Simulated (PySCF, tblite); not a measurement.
**C₅H₁₁AsGeO: geometry, infrared bands and NMR shifts**

What infrared bands and NMR shifts should C₅H₁₁AsGeO (`C=CC[C](=O)[GeH2][CH2][AsH2]`) show?

Computed with tblite 0.8.0 and PySCF 2.14.0, with density-fitted response routines of our own, on a single molecule in the gas phase. Atoms count from 0, in the outputs and in this text.

## Step 1: The molecule as given

19 atoms, charge 0, multiplicity 1; geometry from: force field or distance geometry start.

Bonds of the start (Å): C0–C1 1.34, C1–C2 1.49, C2–C3 1.52, C3–O4 1.20, C3–Ge5 1.93, Ge5–C6 1.94, C6–As7 1.97, C0–H8 1.08, C0–H9 1.08, C1–H10 1.10, C2–H11 1.11, C2–H12 1.10, Ge5–H13 1.55, Ge5–H14 1.56, C6–H15 1.12, C6–H16 1.10, As7–H17 1.56, As7–H18 1.57.

## Step 2: Optimising the geometry with GFN2-xTB

The job: settings as JSON, then the geometry in Å.

```
{"job": {"kind": "relax", "xc": "GFN2-xTB", "basis": "xTB"}, "charge": 0, "multiplicity": 1}
C      2.546200    -1.101500    -0.081600
C      1.792800    -0.647600     0.928600
C      1.483500     0.802200     1.104500
C      0.457500     1.245700     0.077200
O      0.809000     1.544800    -1.034300
Ge    -1.417000     1.275800     0.532000
C     -2.378500     0.050800    -0.625000
As    -1.706400    -1.779200    -0.336900
H      2.760200    -2.161100    -0.169000
H      2.924600    -0.416800    -0.824200
H      1.423100    -1.361800     1.671800
H      1.059600     0.963300     2.122100
H      2.391000     1.422000     1.021500
H     -1.600000     0.845300     2.008500
H     -1.963300     2.721100     0.339000
H     -3.462900     0.088600    -0.363600
H     -2.229000     0.345500    -1.677200
H     -0.415300    -1.512300    -1.167400
H     -2.484900    -2.315700    -1.585600
```

The run is started by

```console
$ OMP_NUM_THREADS=1 python probes_run.py task.json out
```

This one command runs all jobs of the session in turn.

**Question.** This job is followed by: GFN2-xTB harmonic vibrations, gas phase; GIAO PBE0/pcSseg-1 NMR shielding, non-relativistic, gas phase. What will the session give for the following? strongest single infrared mode (GFN2-xTB); zero-point energy (GFN2-xTB); 13C shifts against TMS (PBE0/pcSseg-1); 1H shifts against TMS (PBE0/pcSseg-1, means over atoms taken as alike); 17O shifts against H2O (PBE0/pcSseg-1); 73Ge shifts against GeMe4 (PBE0/pcSseg-1); 75As shifts against AsH3 (PBE0/pcSseg-1).

**Answer**, as computed:

| quantity | value |
| --- | --- |
| strongest single infrared mode (GFN2-xTB) | 1870 cm⁻¹, 906 km/mol |
| zero-point energy (GFN2-xTB) | 83.2 kcal/mol |
| 13C shifts against TMS (PBE0/pcSseg-1) | 233.1, 137.9, 132.3, 64.3, -6.6 ppm |
| 1H shifts against TMS (PBE0/pcSseg-1, means over atoms taken as alike) | 6.75, 5.84, 5.76, 4.45, 3.42, 3.27, 1.00 ppm |
| 17O shifts against H2O (PBE0/pcSseg-1) | 796.0 ppm |
| 73Ge shifts against GeMe4 (PBE0/pcSseg-1) | -191 ppm |
| 75As shifts against AsH3 (PBE0/pcSseg-1) | 279 ppm |

What this shows: The optimisation took 154 steps and gained 0.323 eV; among the close pairs (by a distance rule), C3–Ge5 changed most, from 1.929 to 2.010 Å. No mode is imaginary among the 51: a minimum at this level. The strongest single mode, at 1870 cm⁻¹, moves mainly H18. Unscaled tight-binding wavenumbers are off by several per cent, some by more. Its intensities can rank the bands wrongly. The most deshielded hydrogen is H10 (hydrogen on an alkene CH), at 6.75 ppm: attached to an sp2 carbon and in the plane of the double bond. At PBE0/pcSseg-1: The largest span, 1556 ppm, is at O4, where the paramagnetic term is -861 ppm. Spin-orbit coupling is left out, which matters for shieldings and couplings at and beside the heavy atoms.
